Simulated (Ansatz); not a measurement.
Run this with Ansatz 0.2.0 through its Python package and show what comes out.

The script reads `ga3sn.vasp`:
```text
Ga3Sn
1.0
   4.37524287    0.00000000    0.00000000
   0.00000000    4.37524287    0.00000000
   0.00000000    0.00000000    4.37524287
Ga Sn
3 1
Direct
   0.00000000    0.50000000    0.50000000
   0.50000000    0.00000000    0.50000000
   0.50000000    0.50000000    0.00000000
   0.00000000    0.00000000    0.00000000
```

Script `ga3sn.py`:
```python
from dataclasses import dataclass
from pathlib import Path

import ansatz as az
from ase.io import read
import pandas as pd


@dataclass(frozen=True)
class Options:
    filling: str = "fermi_dirac"
    kspacing: float = 0.29


cfg = Options()


def main() -> None:
    atoms = read("ga3sn.vasp", format="vasp")
    crystal = az.Crystal.from_ase(atoms)

    points = {"G": (0.0, 0.0, 0.0), "X": (0.0, 0.5, 0.0), "M": (0.5, 0.5, 0.0), "R": (0.5, 0.5, 0.5)}
    base = (
        crystal.calculation()
        .occupations(cfg.filling)
        .functional(az.Functional.R2SCAN)
        .kpoints(spacing=cfg.kspacing)
        .basis(23 * az.Ha)
        .band_structure(list(points.values()), intervals=1)
        .fat_bands()
    )
    done = base.run(threads=1)
    rep = done.report
    file = Path(done.write_results("results")) / "fatbands.tsv"
    names = file.read_text().splitlines()[0].lstrip("# ").split("\t")
    table = pd.read_csv(file, sep="\t", comment="#", names=names)
    near = table[table.e_minus_ef.abs() < 4]
    for ik, label in enumerate(points):
        print(label)
        for _, row in near[near.ik == ik].iterrows():
            main = row[names[4:]].astype(float).nlargest(2)
            print(f"   band {int(row.band):3d} {row.e_minus_ef:7.3f} eV  " + ", ".join(f"{k} {v:.2f}" for k, v in main.items()))


if __name__ == "__main__":
    main()
```

Output of `python ga3sn.py`:
```text
G
   band  21  -3.514 eV  sn3_l0_5S 0.66, ga0_l0_4S 0.10
   band  22  -3.301 eV  sn3_l1_5P 0.31, ga1_l1_4P 0.24
   band  23  -3.301 eV  sn3_l1_5P 0.31, ga2_l1_4P 0.24
   band  24  -3.301 eV  sn3_l1_5P 0.31, ga2_l1_4P 0.24
   band  25  -2.977 eV  ga2_l0_4S 0.60, ga0_l0_4S 0.29
   band  26  -2.977 eV  ga1_l0_4S 0.58, ga0_l0_4S 0.34
X
   band  22  -2.590 eV  ga1_l0_4S 0.55, sn3_l0_5S 0.44
   band  23  -2.255 eV  ga0_l0_4S 0.49, ga2_l0_4S 0.49
   band  24  -1.248 eV  sn3_l1_5P 0.56, ga1_l1_4P 0.43
   band  25  -1.248 eV  sn3_l1_5P 0.56, ga1_l1_4P 0.43
   band  26  -0.608 eV  ga0_l1_4P 0.50, ga2_l1_4P 0.49
   band  27  -0.608 eV  ga2_l1_4P 0.50, ga0_l1_4P 0.49
   band  28   0.891 eV  sn3_l1_5P 0.53, ga1_l1_4P 0.42
   band  29   1.000 eV  ga0_l1_4P 0.47, ga2_l1_4P 0.47
M
   band  24   0.738 eV  sn3_l1_5P 0.98, ga0_l2_3D 0.00
   band  25   1.010 eV  ga0_l0_4S 0.40, sn3_l1_5P 0.23
   band  26   1.010 eV  ga1_l0_4S 0.40, sn3_l1_5P 0.23
   band  27   1.258 eV  sn3_l0_5S 0.46, ga0_l1_4P 0.25
   band  28   1.485 eV  ga0_l1_4P 0.82, ga1_l1_4P 0.15
   band  29   1.485 eV  ga1_l1_4P 0.82, ga0_l1_4P 0.15
   band  30   1.492 eV  ga2_l0_4S 0.48, ga0_l1_4P 0.23
   band  31   1.670 eV  ga2_l1_4P 0.97, ga0_l2_3D 0.00
R
```

The computed bands are complete only to about 3.3 eV above the Fermi level. The mesh is modest for a metal, so energies can be off by several to tens of meV an atom and pressures by half a GPa or more; differences at equal mesh fare better. This cell is a computed structure, which may not be the phase found in nature. Levels are Kohn-Sham eigenvalues on this mesh, without spin-orbit coupling. Energies are less the Fermi level and bands count from 0. Only the largest channels are printed, equivalent atoms hold more, and in degenerate sets the split between sites is arbitrary; shells that the potentials lack have no channel. Run time: 4.1 s on 1 thread of Intel(R) Xeon(R) 6975P-C (Granite Rapids), on a shared host, peak memory 0.69 GiB.

(Lines on the test bed's own set-up are left out of the output.)
